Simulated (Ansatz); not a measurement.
**BiTe: energy and pressure over a range of volumes**

How stiff is BiTe, and at what volume does the pressure vanish? The cell is scaled evenly, atoms carried along, and solved with LAPW, PAW and all-electron datasets made for the crystal.

Program: Ansatz 0.2.0. Level of theory: DFT LDA, scalar-relativistic. These are calculated values, not measurements.

### 1 The structure to begin with

It takes space group Fm-3m (No. 225, cubic). The conventional cell has a = 6.470 Å, b = 6.470 Å, c = 6.470 Å, α = 90.00°, β = 90.00°, γ = 90.00°. Bi (site symmetry m-3m) has 6 Te at 3.23 Å as nearest neighbours. Around Te (site symmetry m-3m) lie 6 Bi at 3.23 Å.

Coordinates:

```cif
data_structure
_symmetry_space_group_name_H-M 'P 1'
_symmetry_Int_Tables_number 1
_cell_length_a 4.5750
_cell_length_b 4.5750
_cell_length_c 4.5750
_cell_angle_alpha 60.000
_cell_angle_beta 60.000
_cell_angle_gamma 60.000
_cell_volume 67.71
loop_
_atom_site_label
_atom_site_type_symbol
_atom_site_fract_x
_atom_site_fract_y
_atom_site_fract_z
_atom_site_occupancy
Bi1 Bi 0.00000 0.00000 0.00000 1
Te1 Te 0.50000 0.50000 0.50000 1
```

The structure is an experimental refinement, used without relaxation.

Atoms are numbered in the order of the input: Bi1, Te2.

### 2 Volume × 0.94, LAPW

input.yaml reads:

```yaml
crystal:
  lattice:
    - [0.0, 3.1689610617, 3.1689610617]
    - [3.1689610617, 0.0, 3.1689610617]
    - [3.1689610617, 3.1689610617, 0.0]
  atoms:
    - { symbol: Bi, position: [0.0, 0.0, 0.0] }
    - { symbol: Te, position: [0.5, 0.5, 0.5] }
kpoints:
  mp_grid: { grid: [10, 10, 10] }
  band_path:
    path:
      - [0.0, 0.0, 0.0]
      - [0.5, 0.0, 0.5]
      - [0.625, 0.25, 0.625]
      - [0.375, 0.375, 0.75]
      - [0.0, 0.0, 0.0]
      - [0.5, 0.5, 0.5]
      - [0.5, 0.25, 0.75]
      - [0.5, 0.0, 0.5]
    npoints: 5
scf:
  occupations: { method: fermi_dirac, width: 0.08 }
hamiltonian:
  xc: lda
  pseudopotentials: { kind: all_electron, lapw: { basis_error: 0.0005 } }
output:
  forces: true
  stress: true
  eigenvalues: true
```

Launch:

```bash
> ansatz run input.yaml --threads 1 --pin off --max-ram 3072MiB --backend cpu --events-out ev --progress --plain --runs-dir out
```

### 3 Volume × 0.94, PAW

input.yaml reads:

```yaml
crystal:
  lattice:
    - [0.0, 3.1689610617, 3.1689610617]
    - [3.1689610617, 0.0, 3.1689610617]
    - [3.1689610617, 3.1689610617, 0.0]
  atoms:
    - { symbol: Bi, position: [0.0, 0.0, 0.0] }
    - { symbol: Te, position: [0.5, 0.5, 0.5] }
kpoints:
  mp_grid: { grid: [10, 10, 10] }
scf:
  occupations: { method: fermi_dirac, width: 0.08 }
hamiltonian:
  xc: lda
  pseudopotentials: { kind: paw }
output:
  forces: true
  stress: true
  eigenvalues: true
  efg: { contact_densities: true }
  write_density: true
  write_potential: true
  elf: true
  volumetric_format: npy
```

### 4 Volume × 0.94, crystal datasets

Changes to input.yaml since step 3:

```diff
@@ -14,3 +14,3 @@
   xc: lda
-  pseudopotentials: { kind: paw }
+  pseudopotentials: { kind: all_electron, datasets: crystal }
 output:
@@ -20,5 +20 @@
   efg: { contact_densities: true }
-  write_density: true
-  write_potential: true
-  elf: true
-  volumetric_format: npy
```

### 5 Volume × 0.98, LAPW

input.yaml reads:

```yaml
crystal:
  lattice:
    - [0.0, 3.2132879364, 3.2132879364]
    - [3.2132879364, 0.0, 3.2132879364]
    - [3.2132879364, 3.2132879364, 0.0]
  atoms:
    - { symbol: Bi, position: [0.0, 0.0, 0.0] }
    - { symbol: Te, position: [0.5, 0.5, 0.5] }
kpoints:
  mp_grid: { grid: [10, 10, 10] }
  band_path:
    path:
      - [0.0, 0.0, 0.0]
      - [0.5, 0.0, 0.5]
      - [0.625, 0.25, 0.625]
      - [0.375, 0.375, 0.75]
      - [0.0, 0.0, 0.0]
      - [0.5, 0.5, 0.5]
      - [0.5, 0.25, 0.75]
      - [0.5, 0.0, 0.5]
    npoints: 5
scf:
  occupations: { method: fermi_dirac, width: 0.08 }
hamiltonian:
  xc: lda
  pseudopotentials: { kind: all_electron, lapw: { basis_error: 0.0005 } }
output:
  forces: true
  stress: true
  eigenvalues: true
```

### 6 Volume × 0.98, PAW

input.yaml reads:

```yaml
crystal:
  lattice:
    - [0.0, 3.2132879364, 3.2132879364]
    - [3.2132879364, 0.0, 3.2132879364]
    - [3.2132879364, 3.2132879364, 0.0]
  atoms:
    - { symbol: Bi, position: [0.0, 0.0, 0.0] }
    - { symbol: Te, position: [0.5, 0.5, 0.5] }
kpoints:
  mp_grid: { grid: [10, 10, 10] }
scf:
  occupations: { method: fermi_dirac, width: 0.08 }
hamiltonian:
  xc: lda
  pseudopotentials: { kind: paw }
output:
  forces: true
  stress: true
  eigenvalues: true
  efg: { contact_densities: true }
  write_density: true
  write_potential: true
  elf: true
  volumetric_format: npy
```

### 7 Volume × 0.98, crystal datasets

Changes to input.yaml since step 6:

```diff
@@ -14,3 +14,3 @@
   xc: lda
-  pseudopotentials: { kind: paw }
+  pseudopotentials: { kind: all_electron, datasets: crystal }
 output:
@@ -20,5 +20 @@
   efg: { contact_densities: true }
-  write_density: true
-  write_potential: true
-  elf: true
-  volumetric_format: npy
```

### 8 Volume × 1.01, LAPW

input.yaml reads:

```yaml
crystal:
  lattice:
    - [0.0, 3.2457475873, 3.2457475873]
    - [3.2457475873, 0.0, 3.2457475873]
    - [3.2457475873, 3.2457475873, 0.0]
  atoms:
    - { symbol: Bi, position: [0.0, 0.0, 0.0] }
    - { symbol: Te, position: [0.5, 0.5, 0.5] }
kpoints:
  mp_grid: { grid: [10, 10, 10] }
  band_path:
    path:
      - [0.0, 0.0, 0.0]
      - [0.5, 0.0, 0.5]
      - [0.625, 0.25, 0.625]
      - [0.375, 0.375, 0.75]
      - [0.0, 0.0, 0.0]
      - [0.5, 0.5, 0.5]
      - [0.5, 0.25, 0.75]
      - [0.5, 0.0, 0.5]
    npoints: 5
scf:
  occupations: { method: fermi_dirac, width: 0.08 }
hamiltonian:
  xc: lda
  pseudopotentials: { kind: all_electron, lapw: { basis_error: 0.0005 } }
output:
  forces: true
  stress: true
  eigenvalues: true
```

### 9 Volume × 1.01, PAW

input.yaml reads:

```yaml
crystal:
  lattice:
    - [0.0, 3.2457475873, 3.2457475873]
    - [3.2457475873, 0.0, 3.2457475873]
    - [3.2457475873, 3.2457475873, 0.0]
  atoms:
    - { symbol: Bi, position: [0.0, 0.0, 0.0] }
    - { symbol: Te, position: [0.5, 0.5, 0.5] }
kpoints:
  mp_grid: { grid: [10, 10, 10] }
scf:
  occupations: { method: fermi_dirac, width: 0.08 }
hamiltonian:
  xc: lda
  pseudopotentials: { kind: paw }
output:
  forces: true
  stress: true
  eigenvalues: true
  efg: { contact_densities: true }
```

### 10 Volume × 1.01, crystal datasets

Changes to input.yaml since step 9:

```diff
@@ -14,3 +14,3 @@
   xc: lda
-  pseudopotentials: { kind: paw }
+  pseudopotentials: { kind: all_electron, datasets: crystal }
 output:
```

### 11 Volume × 1.04, LAPW

input.yaml reads:

```yaml
crystal:
  lattice:
    - [0.0, 3.2775706714, 3.2775706714]
    - [3.2775706714, 0.0, 3.2775706714]
    - [3.2775706714, 3.2775706714, 0.0]
  atoms:
    - { symbol: Bi, position: [0.0, 0.0, 0.0] }
    - { symbol: Te, position: [0.5, 0.5, 0.5] }
kpoints:
  mp_grid: { grid: [10, 10, 10] }
  band_path:
    path:
      - [0.0, 0.0, 0.0]
      - [0.5, 0.0, 0.5]
      - [0.625, 0.25, 0.625]
      - [0.375, 0.375, 0.75]
      - [0.0, 0.0, 0.0]
      - [0.5, 0.5, 0.5]
      - [0.5, 0.25, 0.75]
      - [0.5, 0.0, 0.5]
    npoints: 5
scf:
  occupations: { method: fermi_dirac, width: 0.08 }
hamiltonian:
  xc: lda
  pseudopotentials: { kind: all_electron, lapw: { basis_error: 0.0005 } }
output:
  forces: true
  stress: true
  eigenvalues: true
```

### 12 Volume × 1.04, PAW

input.yaml reads:

```yaml
crystal:
  lattice:
    - [0.0, 3.2775706714, 3.2775706714]
    - [3.2775706714, 0.0, 3.2775706714]
    - [3.2775706714, 3.2775706714, 0.0]
  atoms:
    - { symbol: Bi, position: [0.0, 0.0, 0.0] }
    - { symbol: Te, position: [0.5, 0.5, 0.5] }
kpoints:
  mp_grid: { grid: [10, 10, 10] }
scf:
  occupations: { method: fermi_dirac, width: 0.08 }
hamiltonian:
  xc: lda
  pseudopotentials: { kind: paw }
output:
  forces: true
  stress: true
  eigenvalues: true
  efg: { contact_densities: true }
```

### 13 Volume × 1.04, crystal datasets

Changes to input.yaml since step 12:

```diff
@@ -14,3 +14,3 @@
   xc: lda
-  pseudopotentials: { kind: paw }
+  pseudopotentials: { kind: all_electron, datasets: crystal }
 output:
```

(Steps that only read results are left out.)

Q: Predict the outcome of this session. Wanted: equilibrium volume; bulk modulus (for each run or level that gives them).

**Answer**, as computed:

| quantity | value |
| --- | --- |
| equilibrium volume (LAPW) | 32.040 Å³/atom |
| bulk modulus (LAPW) | 57 GPa |
| its pressure derivative (LAPW) | 4.6 |
| equilibrium volume (PAW) | 32.026 Å³/atom |
| bulk modulus (PAW) | 57 GPa |
| its pressure derivative (PAW) | 4.6 |
| equilibrium volume (crystal datasets) | 32.040 Å³/atom |
| bulk modulus (crystal datasets) | 57 GPa |
| its pressure derivative (crystal datasets) | 4.6 |

By LAPW, the pressure vanishes at 32.04 Å³/atom (-5.4 % from the starting cell) and the bulk modulus there is 57 GPa (Birch-Murnaghan, third order). PAW's volume lies -0.04 % and its modulus less than 0.1 % from LAPW's. No thermal or zero-point expansion is included. Spin-orbit coupling is left out, though the cell holds Bi; in elements this heavy it can shift bands and gaps by tenths of an eV.
